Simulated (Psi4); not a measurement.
**BH3O3 (boric acid) at B3LYP/6-31G(d) (Cartesian functions)**

What is the vertical electron affinity of BH3O3 (boric acid) at B3LYP/6-31G* (Cartesian functions)? 

The results are computed with Psi4 1.11.

1 further run of the same task is left out (set aside as unsound or not needed).

### Step 1. The structure to begin with

BH3O3: 7 atoms, total charge 0, spin state singlet. As SMILES, `OB(O)O`. The shape is that of a PBE0-D4/def2-TZVP optimisation.

Bond lengths: O1–B2 1.366 Å, B2–O3 1.366 Å, B2–O4 1.366 Å, O1–H5 0.960 Å, O3–H6 0.960 Å, O4–H7 0.959 Å. Angles: O1–B2–O3 120.0°, O1–B2–O4 120.0°, O3–B2–O4 120.0°, B2–O1–H5 112.2°, B2–O3–H6 112.2°, B2–O4–H7 112.2°.

### Step 2. A single-point energy at B3LYP/6-31G(d) (Cartesian functions)

Contents of input.dat:

```
memory 2200 MB

molecule molecule1 {
  O     -1.329950    -0.251650     0.184550
  B      0.000000     0.000000    -0.000010
  O      0.430260     1.279290    -0.210830
  O      0.899670    -1.027640     0.026210
  H     -1.506600    -1.184610     0.322580
  H     -0.292710     1.910130    -0.207270
  H      1.799320    -0.725540    -0.115220
  symmetry c1
}

set globals {
  puream               false
  e_convergence        1e-09
  d_convergence        1e-08
  scf_type             pk
  dft_radial_points    99
  dft_spherical_points 590
}

e_tot, wfn = energy('b3lyp/6-31G*', return_wfn=True)
oeprop(wfn, 'MAYER_INDICES', 'QUADRUPOLE', 'DIPOLE')
```

Started as:

```
$ psi4 input.dat output.dat -n 1
```

output.dat:

```text
[...]
  Running in c1 symmetry.
[...]
  Nuclear repulsion =  116.439590226249052
[...]
  Multiplicity = 1
[...]
  Nalpha       = 16
  Nbeta        = 16
[...]
    Number of basis functions: 66
[...]
   @RKS iter   1:  -252.13096970263121   -2.41733e-01   1.47833e-02 DIIS/ADIIS
[...]
   @RKS iter  10:  -252.47479865820236   -5.40012e-13   6.82436e-10 DIIS
[...]
    Orbital Energies [Eh]
    ---------------------
    Doubly Occupied:
       1A    -19.150192     2A    -19.150191     3A    -19.150188
       4A     -6.801826     5A     -1.044946     6A     -1.001205
       7A     -1.001201     8A     -0.566726     9A     -0.535612
      10A     -0.535606    11A     -0.399301    12A     -0.370204
      13A     -0.370201    14A     -0.359622    15A     -0.311624
      16A     -0.311621
[...]
  @RKS Final Energy:  -252.47479865820236
   => Energetics <=
    Nuclear Repulsion Energy =            116.4395902262490523
    One-Electron Energy =                -577.6465018094472725
    Two-Electron Energy =                 233.8847915286955583
    DFT Exchange-Correlation Energy =     -25.1526786036996803
    Empirical Dispersion Energy =           0.0000000000000000
    VV10 Nonlocal Energy =                  0.0000000000000000
    Total Energy =                       -252.4747986582023600
[...]
 Multipole Moments:
 ------------------------------------------------------------------------------------
     Multipole            Electronic (a.u.)      Nuclear  (a.u.)        Total (a.u.)
 ------------------------------------------------------------------------------------
 L = 1.  Multiply by 2.5417464519 to convert [e a0] to [Debye]
 Dipole X            :          0.0000259            0.0000186            0.0000446
 Dipole Y            :          0.0000065           -0.0000181           -0.0000117
 Dipole Z            :         -0.0000069            0.0001280            0.0001211
 Magnitude           :                                                    0.0001296
 L = 2.  Multiply by 1.3450342976 to convert [e a0^2] to [Debye ang]
 Quadrupole XX       :       -113.7054558           98.9165295          -14.7889263
 Quadrupole XY       :          1.3821920           -1.4115724           -0.0293804
[...]
```

Wall time 7.2 s (1 thread of Intel Xeon 6975P-C (Granite Rapids), shared host); peak memory 0.94 GiB.

### Step 3. The doublet anion: energy and gradient at UB3LYP/6-31G(d) (Cartesian functions)

Contents of bh3o3.xyz:

```xyz
7
BH3O3
O     -1.329950    -0.251650     0.184550
B      0.000000     0.000000    -0.000010
O      0.430260     1.279290    -0.210830
O      0.899670    -1.027640     0.026210
H     -1.506600    -1.184610     0.322580
H     -0.292710     1.910130    -0.207270
H      1.799320    -0.725540    -0.115220
```

Contents of calc.py:

```python
import psi4

psi4.set_memory(2200000000)
psi4.set_num_threads(1)
psi4.set_output_file('bh3o3.out', False)

with open('bh3o3.xyz') as f:
    atoms = ''.join(f.readlines()[2:])
mol = psi4.geometry('-1 2\n' + atoms + 'symmetry c1')

psi4.set_options({
    'basis': '6-31G*',
    'reference': 'uks',
    'puream': False,
    'e_convergence': 1e-09,
    'd_convergence': 1e-08,
    'scf_type': 'pk',
    'dft_radial_points': 99,
    'dft_spherical_points': 590,
    'maxiter': 100,
})

e, wfn = psi4.gradient('B3LYP', return_wfn=True)
print('gradient / Eh bohr^-1')
print(e.np.round(6))
print(f'energy = {wfn.energy():.10f} Eh')
```

Started as:

```
$ python calc.py
```

bh3o3.out:

```text
[...]
  Running in c1 symmetry.
[...]
  Nuclear repulsion =  116.439590226249052
[...]
  Multiplicity = 2
[...]
  Nalpha       = 17
  Nbeta        = 16
[...]
    Number of basis functions: 66
[...]
   @UKS iter   1:  -251.76026461852265    1.28972e-01   1.70157e-02 DIIS/ADIIS
[...]
   @UKS iter  12:  -252.33462591725939   -2.92744e-12   4.46576e-09 DIIS
[...]
   @S^2 Observed:                7.509662475E-01
[...]
    Orbital Energies [Eh]
    ---------------------
    Alpha Occupied:
       1A    -18.908990     2A    -18.908988     3A    -18.908984
       4A     -6.564763     5A     -0.809957     6A     -0.766562
       7A     -0.766557     8A     -0.332320     9A     -0.301413
      10A     -0.301407    11A     -0.170359    12A     -0.141522
      13A     -0.141518    14A     -0.130362    15A     -0.081125
      16A     -0.081122    17A      0.217527
    Alpha Virtual:
      18A      0.289816    19A      0.289816    20A      0.332038
      21A      0.430605    22A      0.533638    23A      0.533642
      24A      0.628529    25A      0.784744    26A      0.784750
[...]
  @UKS Final Energy:  -252.33462591725939
   => Energetics <=
    Nuclear Repulsion Energy =            116.4395902262490523
    One-Electron Energy =                -584.9937104187090426
    Two-Electron Energy =                 241.5831318798653911
    DFT Exchange-Correlation Energy =     -25.3636376046647776
    Empirical Dispersion Energy =           0.0000000000000000
    VV10 Nonlocal Energy =                  0.0000000000000000
    Total Energy =                       -252.3346259172593875
[...]
 Multipole Moments:
 ------------------------------------------------------------------------------------
     Multipole            Electronic (a.u.)      Nuclear  (a.u.)        Total (a.u.)
 ------------------------------------------------------------------------------------
 L = 1.  Multiply by 2.5417464519 to convert [e a0] to [Debye]
 Dipole X            :          0.0000455            0.0000186            0.0000641
 Dipole Y            :          0.0000160           -0.0000181           -0.0000021
 Dipole Z            :         -0.0001077            0.0001280            0.0000202
 Magnitude           :                                                    0.0000673
[...]
  -Total Gradient:
     Atom            X                  Y                   Z
    ------   -----------------  -----------------  -----------------
       1        0.014661801139    -0.049780114709     0.004595487885
       2        0.000005330275    -0.000004285623     0.000002694911
       3       -0.050337774174     0.012831081724     0.004167377853
       4        0.035679577775     0.036965214933    -0.008761123387
       5        0.003981362027     0.049522681243    -0.006706281171
       6        0.041012194000    -0.028821121399    -0.001079795576
       7       -0.045002859903    -0.020709649729     0.007781198177
[...]
```

The script printed:

```text
gradient / Eh bohr^-1
[[ 1.4662e-02 -4.9780e-02  4.5950e-03]
 [ 5.0000e-06 -4.0000e-06  3.0000e-06]
 [-5.0338e-02  1.2831e-02  4.1670e-03]
 [ 3.5680e-02  3.6965e-02 -8.7610e-03]
 [ 3.9810e-03  4.9523e-02 -6.7060e-03]
 [ 4.1012e-02 -2.8821e-02 -1.0800e-03]
 [-4.5003e-02 -2.0710e-02  7.7810e-03]]
energy = -252.3346259173 Eh
```

Run time: 14 s. Hardware: 1 thread of Intel Xeon 6975P-C (Granite Rapids), shared host; peak memory 0.94 GiB.

### Step 4. Summary of results

Level: B3LYP/6-31G* (Cartesian functions).

```
                                         quantity          value
                      singlet BH3O3: total energy  -252.47480 Eh
                     singlet BH3O3: dipole moment         0.00 D
                       singlet BH3O3: HOMO energy       -8.48 eV
                       singlet BH3O3: LUMO energy        1.73 eV
                     singlet BH3O3: HOMO–LUMO gap       10.21 eV
                      doublet anion: total energy  -252.33463 Eh
doublet anion: HOMO energy (highest over α and β)        5.92 eV
 doublet anion: LUMO energy (lowest over α and β)        7.71 eV
                              doublet anion: ⟨S²⟩          0.751
          doublet anion: largest force on an atom     2.680 eV/Å
vertical electron affinity (to the doublet anion)      -3.814 eV
```

**Reading.** The anion lies 3.81 eV (88 kcal/mol) above the neutral: the electron isn't bound at this level, and such a value depends on the basis. Without diffuse functions anions come out too high. The HOMO (doublet anion) lies at positive energy, 5.92 eV; only total energies tell whether the electron is bound.
